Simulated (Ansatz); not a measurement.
# C3H9NSi: the cost of one run

Computed with Ansatz 0.2.0, Gaussian basis. Level: functionals in def2-TZVPP, the program's frozen cores in correlated methods.

Levels to be run: PBE-D4, r2SCAN-D4, PBE0-D4, B3LYP-D4, ωB97X-V, ωB97M-V, B2PLYP; CCSD(T)/def2-TZVPP; MP2/def2-QZVPP; extrapolation to the limit.

### 1 The geometry

An earlier PBE0-D4 in a triple-zeta def2 set relaxation fixed the geometry.

SMILES `CC([SiH3])C=N`, 14 atoms, charge 0, spin multiplicity 1.

Atoms are counted from 1 here; the program's logs count them from 0.

Bond lengths: C1–C2 1.529 Å, C1–H6 1.094 Å, C1–H7 1.092 Å, C1–H8 1.093 Å, C2–Si3 1.897 Å, C2–C4 1.495 Å, C2–H9 1.097 Å, Si3–H10 1.487 Å, Si3–H11 1.488 Å, Si3–H12 1.485 Å, C4–N5 1.265 Å, C4–H13 1.097 Å, N5–H14 1.023 Å. Angles: C2–C1–H6 111.1°, C2–C1–H7 111.4°, C2–C1–H8 111.2°, H6–C1–H7 107.5°, H6–C1–H8 107.6°, H7–C1–H8 107.9°, C1–C2–Si3 110.8°, C1–C2–C4 112.2°, C1–C2–H9 110.3°, Si3–C2–C4 108.4°, Si3–C2–H9 106.2°, C4–C2–H9 108.8°, C2–Si3–H10 109.5°, C2–Si3–H11 109.1°, C2–Si3–H12 110.2°, H10–Si3–H11 108.9°, H10–Si3–H12 109.4°, H11–Si3–H12 109.6° and more.

Coordinates:

```
C    -0.65997   -0.65422    1.31308
C    -0.22254   -0.29869   -0.10843
Si    1.65361   -0.03250   -0.18829
C    -0.89703    0.93573   -0.61358
N    -1.35652    1.16853   -1.76857
H    -0.44486    0.16303    2.00718
H    -0.14038   -1.54195    1.67931
H    -1.73423   -0.85115    1.35766
H    -0.44383   -1.12691   -0.79286
H     2.02232    1.15404    0.62908
H     2.34029   -1.23092    0.36474
H     2.08285    0.18301   -1.59369
H    -0.97819    1.74622    0.12119
H    -1.23423    0.35647   -2.37823
```

### 2 PBE-D4 (GGA)

in.yaml

```yaml
crystal:
  periodic: [false, false, false]
  atoms:
    - {symbol: C, position_ang: [-0.659975, -0.654223, 1.313078]}
    - {symbol: C, position_ang: [-0.222541, -0.298688, -0.108428]}
    - {symbol: Si, position_ang: [1.653610, -0.032499, -0.188292]}
    - {symbol: C, position_ang: [-0.897027, 0.935726, -0.613576]}
    - {symbol: N, position_ang: [-1.356525, 1.168532, -1.768566]}
    - {symbol: H, position_ang: [-0.444862, 0.163025, 2.007175]}
    - {symbol: H, position_ang: [-0.140377, -1.541950, 1.679306]}
    - {symbol: H, position_ang: [-1.734228, -0.851153, 1.357663]}
    - {symbol: H, position_ang: [-0.443826, -1.126907, -0.792858]}
    - {symbol: H, position_ang: [2.022325, 1.154040, 0.629077]}
    - {symbol: H, position_ang: [2.340295, -1.230916, 0.364743]}
    - {symbol: H, position_ang: [2.082850, 0.183013, -1.593689]}
    - {symbol: H, position_ang: [-0.978188, 1.746223, 0.121193]}
    - {symbol: H, position_ang: [-1.234232, 0.356475, -2.378228]}
basis:
  gaussian: {orbitals: def2-TZVPP}
hamiltonian: {xc: pbe, dispersion: d4}
output: {forces: true, orbitals: {seedname: orbitals}}
```

On the command line:

```console
$ ansatz run in.yaml --threads 4 --pin off --events-out ev --progress --plain --max-ram 10444MiB
```

Q: Estimate wall time and peak memory on 4 threads of Arm Neoverse V1, shared host.

About 3.5 s, with a peak of 0.4 GiB.
